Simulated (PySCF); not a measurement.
**Mn+: dipole response in x2c-QZVPPall plus 1 even-tempered diffuse shell per l**

How polarisable is Mn+ at the levels listed below?

The numbers are computed with PySCF 2.14.0 (unrestricted determinants in a Gaussian basis, no spin-orbit coupling in the energies), except any that are marked as measured or tabulated.

**1. What is computed**

* Element: manganese (Z = 25)
* Basis: x2c-QZVPPall with one added diffuse shell each of s, p, d, f, g type (12s8p6d5f3g, 128 functions)
* Hamiltonian: scalar relativity by spin-free X2C-1e
* State 1: Mn+: [Ar] 3d5 4s1, high-spin 7S determinant
* Methods: UHF, PBE

The outer shells:

Mn+ [Ar] 3d5 4s1
```
[Ar] core
3d [↑ ][↑ ][↑ ][↑ ][↑ ]
4s [↑ ]
```

The runs were made by one driver on top of PySCF. The scripts below sum up each run's settings (the driver also hands on starting orbitals that pick excited configurations, and frozen orbitals as a list rather than a count), and the logs come from the driver's own runs. The driver starts from symmetry-adapted Hartree-Fock orbitals, holds the occupation by maximum overlap and uses a logarithmic radial grid for functionals, so a plain start would take other cycles.

The integrals over 128 functions and the set-up took 2.5 s of CPU time.

**2. Mn+**

#### UHF

input.py reads:

```python
from pyscf import gto, scf, dft, mp, cc
import basis_set_exchange as bse
mol = gto.M(atom="Mn 0 0 0", charge=1, spin=6, symmetry="D2h",
            basis=gto.basis.parse(bse.get_basis("x2c-QZVPPall", elements=["Mn"], fmt="nwchem", augment_diffuse=1)),
            nucmod="G")
mf = scf.UHF(mol).sfx2c1e()
mf.irrep_nelec = {'Ag': (6, 3), 'B1g': (1, 0), 'B2g': (1, 0), 'B3g': (1, 0), 'B1u': (2, 2), 'B2u': (2, 2), 'B3u': (2, 2)}
mf.kernel()
```

The log of the run:

```text
damping factor = 0
level_shift factor = 0
DIIS = <class 'pyscf.scf.diis.CDIIS'>
diis_start_cycle = 1
diis_space = 10
diis_damp = 0
SCF conv_tol = 1e-09
SCF conv_tol_grad = None
number electrons alpha = 15  beta = 9
cycle= 1 E= -1157.18514706567  delta_E= -3.39e-09  |g|= 1.92e-05  |ddm|= 0.000256
cycle= 2 E= -1157.18514706621  delta_E= -5.43e-10  |g|= 7.89e-06  |ddm|= 9.65e-05
converged SCF energy = -1157.18514706621  <S^2> = 12.000272  2S+1 = 7.0000776
```

CPU time 34 s on a shared host, the integrals not counted.

The occupied shells:

```tsv
shell	electrons	mean orbital energy (eV)	spread (eV)	rms radius (bohr)
1s α	1	-6606.6	0	0.0703
1s β	1	-6606.5	0	0.0703
2s α	1	-813.25	0	0.302
2s β	1	-809.60	0	0.302
2p α	3	-686.83	0	0.273
2p β	3	-683.28	0	0.273
3s α	1	-119.24	0	0.916
3s β	1	-107.79	0	0.916
3p α	3	-82.504	0	0.987
3p β	3	-68.895	0	0.987
3d α	5	-25.106	0	1.28
4s α	1	-14.976	0	3.07
```

⟨S²⟩ = 12.000, ⟨L²⟩ = 0.00.

The driver then solved the coupled dipole response at imaginary frequencies: mean α = 38.76 bohr³, C₆ = 213.4 au for a like pair.

#### PBE

input.py differs from the last one in:

```diff
@@ -5,3 +5,3 @@
             nucmod="G")
-mf = scf.UHF(mol).sfx2c1e()
+mf = dft.UKS(mol, xc="PBE").sfx2c1e()
 mf.irrep_nelec = {'Ag': (6, 3), 'B1g': (1, 0), 'B2g': (1, 0), 'B3g': (1, 0), 'B1u': (2, 2), 'B2u': (2, 2), 'B3u': (2, 2)}
```

The log of the run:

```text
damping factor = 0
level_shift factor = 0
DIIS = <class 'pyscf.scf.diis.CDIIS'>
diis_start_cycle = 1
diis_space = 10
diis_damp = 0
SCF conv_tol = 1e-09
SCF conv_tol_grad = None
number electrons alpha = 15  beta = 9
XC functionals = PBE
    J. P. Perdew, K. Burke, and M. Ernzerhof.,  Phys. Rev. Lett. 77, 3865 (1996)
    J. P. Perdew, K. Burke, and M. Ernzerhof.,  Phys. Rev. Lett. 78, 1396 (1997)
    J. P. Perdew, K. Burke, and M. Ernzerhof.,  Phys. Rev. Lett. 77, 3865 (1996)
    J. P. Perdew, K. Burke, and M. Ernzerhof.,  Phys. Rev. Lett. 78, 1396 (1997)
cycle= 1 E= -1158.06405145059  delta_E= -0.0159  |g|= 0.0931  |ddm|= 0.339
cycle= 2 E= -1158.0618851404  delta_E= 0.00217  |g|= 0.142  |ddm|= 0.186
cycle= 3 E= -1158.06624638704  delta_E= -0.00436  |g|= 0.00627  |ddm|= 0.0843
cycle= 4 E= -1158.066257157  delta_E= -1.08e-05  |g|= 0.000135  |ddm|= 0.00563
cycle= 5 E= -1158.06625716005  delta_E= -3.05e-09  |g|= 3.3e-05  |ddm|= 0.000158
cycle= 6 E= -1158.06625716035  delta_E= -2.97e-10  |g|= 5.74e-07  |ddm|= 4.03e-05
converged SCF energy = -1158.06625716035  <S^2> = 12.000154  2S+1 = 7.0000441
```

CPU time 22 s on a shared host, the integrals not counted.

The driver then solved the coupled dipole response at imaginary frequencies: mean α = 27.49 bohr³, C₆ = 143.4 au for a like pair.

Radial density 4πr²ρ of Mn+ at UHF:

```tsv
r (bohr)	density	spin density
0.000820	0.123	0.000
0.00138	0.319	0.000
0.00232	0.811	0.000
0.00390	2.00	0.001
0.00656	4.72	0.002
0.0110	10.2	0.003
0.0186	19.2	0.006
0.0312	28.2	0.006
0.0525	28.9	0.000
0.0884	23.1	-0.001
0.149	29.7	0.101
0.250	29.3	0.643
0.421	12.1	2.377
0.707	15.0	4.306
1.19	7.94	3.071
2.00	1.49	1.185
3.37	0.348	0.346
5.66	0.0223	0.022
9.52	5.81e-05	0.000
```

**3. The response side by side**

Mn+, in atomic units:

```tsv
method	mean α	C₆ (like pair)	S(−4)
UHF	38.76	213.4	1376
PBE	27.49	143.4	589.1
```

α(iu) at PBE:

```tsv
u (hartree)	α(iu) (bohr³)
0	27.49
0.0500	26.11
0.100	22.79
0.200	15.67
0.300	10.93
0.500	6.337
0.750	4.039
1.00	2.938
1.50	1.859
2.00	1.316
3.00	0.7719
5.00	0.3625
```

**4. What came out**

| quantity | value |
| --- | --- |
| α of Mn+ | 27.49 (PBE) to 38.76 (UHF) bohr³ |

In words: A single London oscillator with the computed α and C₆ of Mn+ at UHF would have ω = 4 C₆ / (3 α²) = 0.189 hartree. The basis is finite, and no extrapolation was made.
